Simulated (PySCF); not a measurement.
**CH6AlAs (SMILES C[AsH][AlH2]) at 5 levels**

We compute a comparison of 5 runs (HF/def2-SVP, HF/pcseg-2, B3LYP/6-31G*, PBE0/def2-SVP, CCSD(T)/def2-SVP) of CH6AlAs. The job is set up through a Python script.

The calculation is run with PySCF 2.14.0.

## (1) The structure to begin with

CH6AlAs: 9 atoms, total charge 0, spin state singlet. As SMILES, `C[AsH][AlH2]`. The shape is that of a PBE0-D4/def2-TZVP optimisation.

Bond lengths: C1–As2 1.984 Å, As2–Al3 2.423 Å, C1–H4 1.090 Å, C1–H5 1.090 Å, C1–H6 1.088 Å, As2–H7 1.524 Å, Al3–H8 1.588 Å, Al3–H9 1.590 Å. Some angles: C1–As2–Al3 99.6°, C1–As2–H7 98.0°, Al3–As2–H7 91.7°, As2–C1–H4 108.3°, As2–C1–H5 107.9°, As2–C1–H6 113.4°, As2–Al3–H8 119.6°, As2–Al3–H9 120.0°, H4–C1–H5 108.6°, H4–C1–H6 109.5°.

## (2) Energy and gradient at HF/def2-SVP (run 1)

File job.py:

```python
import pyscf.grad
from pyscf import gto, scf

molecule = gto.M(
    atom='''
C       -0.476000       1.159700      -0.848800
As       0.508200      -0.554800      -1.021900
Al       0.155300      -1.450100       1.201600
H       -0.278300       1.758200      -1.737700
H       -1.541200       0.931500      -0.812600
H       -0.203000       1.727200       0.038100
H        1.894100      -0.044000      -0.644900
H        1.212900      -2.461900       1.818100
H       -1.183400      -1.112000       1.991000
''',
    max_memory=1860,
    basis='def2-svp',
    verbose=4,
    charge=0,
    spin=0,
)

mf = scf.RHF(molecule)
mf.conv_tol = 1e-10
mf.kernel()
if not mf.converged:
    mf = mf.newton().run(mf.mo_coeff, mf.mo_occ)

e_tot = mf.e_tot
print('E(%s) = %.9f' % ('HF', e_tot))
grad = mf.Gradients().kernel()
mf.analyze()
```

Command:

```
$ OMP_NUM_THREADS=1 python job.py
```

Log:

```text
PySCF version 2.14.0

[... 82 lines left out ...]
Two-electron Energy =                 1219.556397148018505
[... 13 lines left out ...]
MO #10  energy= -5.85172329817244  occ= 2
[... 11 lines left out ...]
MO #22  energy= -0.761600257409765 occ= 2
[... 11 lines left out ...]
MO #34  energy= 0.177403423499617  occ= 0
[... 11 lines left out ...]
MO #46  energy= 0.564559537411555  occ= 0
[... 11 lines left out ...]
MO #58  energy= 0.878786931964568  occ= 0
[... 11 lines left out ...]
MO #70  energy= 1.79151696963215   occ= 0
[... 11 lines left out ...]
MO #82  energy= 2.30984372189743   occ= 0
[... 11 lines left out ...]
MO #94  energy= 3.47631006926165   occ= 0
[... 106 lines left out ...]
Dipole moment(X, Y, Z, Debye): -0.26662,  0.90009,  0.59961
```

Wall time 12 s (1 thread of Intel Xeon at 2.70GHz, shared host); peak memory 0.19 GiB.

## (3) Energy and gradient at HF/pcseg-2 (run 2)

File start.xyz:

```xyz
9

C     -0.476000     1.159700    -0.848800
As     0.508200    -0.554800    -1.021900
Al     0.155300    -1.450100     1.201600
H     -0.278300     1.758200    -1.737700
H     -1.541200     0.931500    -0.812600
H     -0.203000     1.727200     0.038100
H      1.894100    -0.044000    -0.644900
H      1.212900    -2.461900     1.818100
H     -1.183400    -1.112000     1.991000
```

File run.py:

```python
from pyscf import gto

molecule = gto.Mole()
molecule.atom = 'start.xyz'
molecule.verbose = 4
molecule.max_memory = 1860
molecule.basis = 'pcseg-2'
molecule.build()

mf = molecule.RHF()
mf.conv_tol = 1e-10
mf.kernel()
if not mf.converged:
    mf = mf.newton().run(mf.mo_coeff, mf.mo_occ)

e_final = mf.e_tot
print(f'total energy: {e_final:.8f} hartree')
grad = mf.nuc_grad_method().kernel()
dip = mf.dip_moment()
pop, q = mf.mulliken_pop()
```

Command:

```
$ OMP_NUM_THREADS=1 python run.py
```

Log:

```text
PySCF version 2.14.0

[... 65 lines left out ...]
converged SCF energy = -2517.50402583868
total energy: -2517.50402584 hartree
[... 11 lines left out ...]
Dipole moment(X, Y, Z, Debye): -0.32148,  0.95914,  0.58753
[... 201 lines left out ...]
charge of    8H =     -0.31887
```

Run time: 3 min. Hardware: 1 thread of Intel Xeon at 2.70GHz, shared host; peak memory 1.4 GiB.

Runs 3 to 4 aren't shown in full; the table further down has their settings and results.

## (4) A single-point energy at CCSD(T)/def2-SVP (run 5)

File job.py:

```python
# C[AsH][AlH2]
from pyscf import gto, scf, cc

mol = gto.Mole()
mol.atom = '''
C       -0.476000       1.159700      -0.848800
As       0.508200      -0.554800      -1.021900
Al       0.155300      -1.450100       1.201600
H       -0.278300       1.758200      -1.737700
H       -1.541200       0.931500      -0.812600
H       -0.203000       1.727200       0.038100
H        1.894100      -0.044000      -0.644900
H        1.212900      -2.461900       1.818100
H       -1.183400      -1.112000       1.991000
'''
mol.max_memory = 1860
mol.basis = 'def2-svp'
mol.verbose = 4
mol.charge = 0
mol.build()

hf = scf.RHF(mol)
hf.conv_tol = 1e-10
hf.kernel()
if not hf.converged:
    hf = hf.newton().run(hf.mo_coeff, hf.mo_occ)

mycc = cc.CCSD(hf, frozen=15)
mycc.kernel()
e_t = mycc.ccsd_t()
energy = mycc.e_tot + e_t
print('E = %.10f Eh' % energy)
hf.analyze()
```

Command:

```
$ OMP_NUM_THREADS=1 python job.py
```

Log:

```text
PySCF version 2.14.0

[... 107 lines left out ...]
MO #3   energy= -56.2585635178551  occ= 2
[... 12 lines left out ...]
MO #16  energy= -2.08607071511867  occ= 2
[... 12 lines left out ...]
MO #29  energy= -0.325799857969801 occ= 2
[... 12 lines left out ...]
MO #42  energy= 0.44624906887166   occ= 0
[... 12 lines left out ...]
MO #55  energy= 0.797050083837202  occ= 0
[... 12 lines left out ...]
MO #68  energy= 1.50421703693906   occ= 0
[... 12 lines left out ...]
MO #81  energy= 2.27495451164153   occ= 0
[... 12 lines left out ...]
MO #94  energy= 3.47631006926165   occ= 0
[... 106 lines left out ...]
Dipole moment(X, Y, Z, Debye): -0.26662,  0.90009,  0.59961
```

It took 37 s on 1 thread of Intel Xeon at 2.70GHz, shared host; peak memory 0.48 GiB.

## (5) The series

| run | level | integration grid | task | energy (Eh) | dipole moment (D) of the reference | HOMO energy (eV) | LUMO energy (eV) | wall time |
| --- | --- | --- | --- | --- | --- | --- | --- | --- |
| 1 | HF/def2-SVP | – | gradient | -2517.086024 | 1.11 | -8.87 | 1.08 | 12 s |
| 2 | HF/pcseg-2 | – | gradient | -2517.504026 | 1.17 | -8.87 | 0.81 | 3 min |
| 3 | B3LYP/6-31G* (spherical functions) | 5 | gradient | -2519.766403 | 1.18 | -6.31 | -1.79 | 37 s |
| 4 | PBE0/def2-SVP | 5 | gradient | -2519.184689 | 1.07 | -6.62 | -1.67 | 47 s |
| 5 | CCSD(T)/def2-SVP | – | energy | -2517.590135 | 1.11 | -8.87 | 1.08 | 37 s |

## (6) Outcome

| quantity | value |
| --- | --- |
| run 5: total energy | -2517.59013 Eh |
| run 5: dipole moment (Hartree–Fock density) | 1.11 D |
| run 5: HOMO energy (Hartree–Fock orbitals) | -8.87 eV |
| run 5: LUMO energy (Hartree–Fock orbitals) | 1.08 eV |
| run 5: HOMO–LUMO gap (Hartree–Fock orbitals) | 9.95 eV |
| run 5: correlation energy (15 core orbitals frozen) | -504.1 mEh |
| run 5: (T) correction | -13.65 mEh |
| run 5: T1 diagnostic | 0.010 |

What this shows: Over runs 1, 2, 3, 4 the dipole moment (its size) runs from 1.07 D (PBE0/def2-SVP) to 1.18 D (B3LYP/6-31G*). The two ends differ in method and basis. Over runs 1, 2, 3, 4 the HOMO–LUMO gap runs from 4.52 eV (B3LYP/6-31G*) to 9.95 eV (HF/def2-SVP). Totals of different functionals can't be ranked against each other. All runs together took 5.2 min, the longest 3 min.
